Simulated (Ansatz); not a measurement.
# GaN₂+ (quintet): from Hartree-Fock to the top rungs, cc-pVDZ

How much of the correlation energy of GaN₂+ (quintet) does each wave-function method recover here?

The runs use Ansatz 0.2.0, Gaussian basis; cc-pVDZ, core rule «outside noble gas», up to 16 orbitals frozen.

The runs, in order: UHF; CCSD(T) on ROHF; CCSD(T) on UHF; BCCD(T) on ROHF; CISD; CCSDT(Q) on ROHF; CCSDT(Q) on UHF.

44 further runs of the same task are left out: 16 for a known fault of the program, 12 that didn't finish, 16 set aside as unsound or not needed.

## (1) What is computed

The geometry is a PBE0/def2-TZVP stationary point (not a proven minimum) of the parent state, kept for this charge and spin. No spin-orbit coupling is included. The filled d shell of Ga may be among the frozen orbitals whatever the setting's name suggests; the logs give the count.

3 atoms, charge 1, spin multiplicity 5.

Atoms are counted from 1 here; the program's logs count them from 0.

Bond lengths: N1–Ga2 1.807 Å, Ga2–N3 1.807 Å. Angles: N1–Ga2–N3 180.0°.

## (2) UHF

The input, in.yaml:

```yaml
crystal:
  periodic: [false, false, false]
  atoms:
    - {symbol: N, position_ang: [0.000000, 0.000000, 1.806600]}
    - {symbol: Ga, position_ang: [0.000000, 0.000000, 0.000000]}
    - {symbol: N, position_ang: [0.000000, 0.000000, -1.806600]}
basis:
  gaussian: {orbitals: cc-pVDZ}
total_charge: 1
magnetization: {spin_polarized: true, initial_magnetization: 4}
hamiltonian: {xc: hf}
output: {orbitals: {seedname: orbitals}}
```

On the command line:

```console
ansatz run in.yaml --threads 1 --pin off --events-out ev --progress --plain --max-ram 2393MiB
```

After this run come: CCSD(T) on ROHF; CCSD(T) on UHF; BCCD(T) on ROHF; CISD; CCSDT(Q) on ROHF; CCSDT(Q) on UHF.

Q: Predict the results of all the runs planned. Wanted: UCCSDT(Q) below the RHF energy; RMP2 from UCCSDT(Q); UMP2 from UCCSDT(Q); RCCSD from UCCSDT(Q); RCCSD(T) from UCCSDT(Q); UCCSD(T) from UCCSDT(Q); RCCSDT(Q) from UCCSDT(Q); T1 diagnostic.

The runs gave:

| quantity | value |
| --- | --- |
| UCCSDT(Q) below the RHF energy | -7.7403 eV |
| RMP2 from UCCSDT(Q) | +1309.9 meV |
| UMP2 from UCCSDT(Q) | +1330.0 meV |
| RCCSD from UCCSDT(Q) | +280.7 meV |
| RCCSD(T) from UCCSDT(Q) | +77.4 meV |
| UCCSD(T) from UCCSDT(Q) | +75.3 meV |
| RCCSDT(Q) from UCCSDT(Q) | +4.2 meV |
| levels within 1 kcal/mol (43 meV) | RCCSDT, UCCSDT, RCCSDT(Q) |
| T1 diagnostic | 0.024 |

What this shows: RCCSD(T) misses by +77.4 meV, 1.0 % of the correlation energy. These misses are within one basis, not against nature; the frozen cores of restricted and unrestricted runs differ, which can shift their rows.
